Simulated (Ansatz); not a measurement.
## CH8B2Si, SMILES BC(B)[SiH3]: a ladder of methods at one geometry

Run with the Python package of Ansatz (0.2.0).

`ch8b2si_methods.py`:
```python
# -*- coding: utf-8 -*-
import warnings

import ansatz as az

BASIS_SET = 'def2-SVP'


def main():
    warnings.simplefilter('ignore', az.DeckWarning)

    system = (
        az.Crystal.molecule()
        .atom('B', (-0.8865, 1.2814, -0.2014))
        .atom('C', (-0.4393, -0.1327, 0.193))
        .atom('B', (0.2633, -0.1055, 1.5941))
        .atom('Si', (0.8212, -0.7684, -1.1055))
        .atom('H', (-1.2739, 1.5069, -1.3471))
        .atom('H', (-1.4963, 1.9938, 0.5968))
        .atom('H', (-1.2862, -0.8041, 0.2566))
        .atom('H', (0.7267, -1.0994, 2.0742))
        .atom('H', (0.4648, 0.9197, 2.2437))
        .atom('H', (1.9196, 0.1084, -1.1714))
        .atom('H', (0.0578, -0.8304, -2.3841))
        .atom('H', (1.2058, -2.1248, -0.7148))
    )

    base = system.calculation().basis(gaussian=BASIS_SET)

    methods = ['mp2', 'ccsd', 'ccsd_t']
    reports = [base.correlation(m).run(threads=1).report for m in methods]
    print(f'Hartree-Fock reference {reports[0]["reference_energy_ev"] / 27.211386246:.6f} Ha')
    best = reports[-1]['free_energy_ev'] - reports[-1]['reference_energy_ev']
    for method, each in zip(methods, reports):
        gained = each['free_energy_ev'] - each['reference_energy_ev']
        print(f'{method:8s} total {each["free_energy_ev"] / 27.211386246:.6f} Ha  correlation {gained:9.4f} eV  ({100 * gained / best:.1f} % of the last)')


if __name__ == '__main__':
    main()
```

`python ch8b2si_methods.py` gives:
```text
Hartree-Fock reference -380.606121 Ha
mp2      total -381.018069 Ha  correlation  -11.2097 eV  (84.0 % of the last)
ccsd     total -381.083349 Ha  correlation  -12.9860 eV  (97.3 % of the last)
ccsd_t   total -381.096570 Ha  correlation  -13.3458 eV  (100.0 % of the last)
```

Reading the output:
- The settings weren't tested for convergence.
- The geometry is a force-field or estimated start, not a minimum of this method, and the basis set is short of its limit. A lower total doesn't mark the better method: functionals have no common bound, and MP2 and coupled cluster aren't variational.
- Inner cores stay frozen, so this is valence correlation.
- It ran for 16 s on 1 thread of Arm Neoverse V1, on a shared host, peak memory 0.46 GiB.

(A comment or docstring line of the script was reworded after the run, the code is as it ran; lines on the test bed's own set-up are left out of the output.)
